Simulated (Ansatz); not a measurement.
# CH6MoN2O2: the cost of one run

Computed with Ansatz 0.2.0, Gaussian basis. Level: the settings change from run to run.

1 further run of the same task is left out (for a known fault of the program). Runs told in other sessions of the task aren't counted.

### Step 1. The relaxed structure

An earlier PBE0-D4 in a triple-zeta def2 set relaxation fixed the geometry. Mo takes a core potential in def2 sets; no spin-orbit term is included.

SMILES `C[N]=[Mo]([NH2])(=[O])[OH]`, 12 atoms, charge 0, spin multiplicity 1.

Atoms are counted from 1 here; the program's logs count them from 0.

Bond lengths: C1–N2 1.420 Å, C1–H7 1.096 Å, C1–H8 1.095 Å, C1–H9 1.095 Å, N2–Mo3 1.728 Å, Mo3–N4 1.937 Å, Mo3–O5 1.686 Å, Mo3–O6 1.895 Å, N4–H10 1.007 Å, N4–H11 1.010 Å, O6–H12 0.959 Å. Angles: N2–C1–H7 111.9°, N2–C1–H8 109.8°, N2–C1–H9 110.2°, H7–C1–H8 108.6°, H7–C1–H9 108.8°, H8–C1–H9 107.5°, C1–N2–Mo3 151.0°, N2–Mo3–N4 104.9°, N2–Mo3–O5 110.7°, N2–Mo3–O6 109.5°, N4–Mo3–O5 110.5°, N4–Mo3–O6 111.4°, O5–Mo3–O6 109.8°, Mo3–N4–H10 125.1°, Mo3–N4–H11 121.9°, H10–N4–H11 111.4°, Mo3–O6–H12 121.9°.

### Step 2. RPBE/def2-TZVPD

Options: D4 dispersion.

in.yaml reads:

```yaml
crystal:
  periodic: [false, false, false]
  atoms:
    - {symbol: C, position_ang: [0.002585, -2.003073, -0.772487]}
    - {symbol: N, position_ang: [0.253113, -0.707009, -0.248256]}
    - {symbol: Mo, position_ang: [-0.149728, 0.966649, -0.097783]}
    - {symbol: N, position_ang: [-0.463952, 1.234449, 1.795000]}
    - {symbol: O, position_ang: [-1.538655, 1.325757, -0.983068]}
    - {symbol: O, position_ang: [1.296847, 2.022838, -0.715805]}
    - {symbol: H, position_ang: [-0.889298, -2.021678, -1.408611]}
    - {symbol: H, position_ang: [-0.139970, -2.713523, 0.048954]}
    - {symbol: H, position_ang: [0.861308, -2.346446, -1.359064]}
    - {symbol: H, position_ang: [-0.265789, 0.559928, 2.515909]}
    - {symbol: H, position_ang: [-1.053535, 1.978672, 2.137977]}
    - {symbol: H, position_ang: [2.164173, 1.648236, -0.878765]}
basis:
  gaussian: {orbitals: def2-TZVPD}
hamiltonian: {xc: {name: RPBE}, dispersion: d4}
```

The run is started by

```console
$ ansatz run in.yaml --threads 4 --pin off --events-out ev --progress --plain --max-ram 11315MiB
```

**Question.** How long does this run take on 4 threads of Arm Neoverse V1, shared host, and how much memory does it need?

About 3.6 s, with a peak of 0.42 GiB.
